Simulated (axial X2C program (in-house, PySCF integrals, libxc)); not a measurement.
**A two-component session on NbS⁺: properties at the nuclei**

Wanted for NbS⁺: properties at the nuclei, at the two-component level.

Method: two-component X2C with atomic mean-field terms, Nb dyall-cv3z, S dyall-av3z; program: an in-house X2C program for linear molecules on PySCF integrals.

All values are calculated.

## (1) Set-up

task.json reads:

```json
{
 "zs": [
  41,
  16
 ],
 "q": 1,
 "bas": [
  "dyall-cv3z",
  "dyall-av3z"
 ],
 "r0": 2.19,
 "levels": [
  "PBE0",
  "HF",
  "r2SCAN",
  "LDA",
  "PBE50"
 ],
 "nst": 3
}
```

Keys: zs atomic numbers; q charge; bas basis sets; r0 starting distance in Å; levels methods (HF also brings MP2); nst determinants followed.

Run with:

```
$ python soeom.py task.json out
```

The runs that follow: Expectation values, lowest determinant; Expectation values, a higher determinant; Expectation values, a higher determinant.

**Question.** What will these runs give? Wanted: lowest determinant; Eeff magnitude; Ws magnitude Nb; A∥/gI Nb; qzz Nb; higher determinant (for each run or level that gives them).

The runs gave:

| quantity | value |
| --- | --- |
| lowest determinant | Ω = 1 (excess of +ω over −ω: ω = -3/2, ω = 5/2) |
| Eeff magnitude (GV/cm), PBE0 | 0.811 |
| Ws magnitude Nb (kHz), PBE0 | 0.354 |
| A∥/gI Nb (MHz), PBE0 | -797 |
| qzz Nb (a.u.), PBE0 | 1.30 |
| higher determinant | Ω = 1 (excess of +ω over −ω: ω = -1/2, ω = 3/2) |
| Eeff magnitude (GV/cm), PBE0, higher determinant | 0.833 |
| Ws magnitude Nb (kHz), PBE0, higher determinant | 0.401 |
| A∥/gI Nb (MHz), PBE0, higher determinant | -1200 |
| qzz Nb (a.u.), PBE0, higher determinant | -1.61 |
| higher determinant | Ω = 3 (excess of +ω over −ω: ω = 1/2, ω = 5/2) |
| Eeff magnitude (GV/cm), PBE0, higher determinant | 0.868 |
| Ws magnitude Nb (kHz), PBE0, higher determinant | 0.137 |
| A∥/gI Nb (MHz), PBE0, higher determinant | 806 |
| qzz Nb (a.u.), PBE0, higher determinant | -1.67 |

What this shows: In the first state, the effective field runs from 0.484 to 1.06 GV/cm over the mean-field levels, so the levels don't agree on it. The expectation values come from single determinants, which for open shells can mix terms of unlike spin or miss the lowest Ω, so a determinant need not be a state. Eeff is the effective electric field on the electron dipole moment in this Ω state and Ws the scalar–pseudoscalar constant (defined with the proton number Z and per Ω); A∥ is the parallel hyperfine constant, which follows by multiplying with the nuclear g factor gI = μI/(I μN); qzz is the electric field gradient, eQq0 = 234.96 MHz × Q/barn × qzz. The operators were transformed with the bare-nucleus X2C matrices.
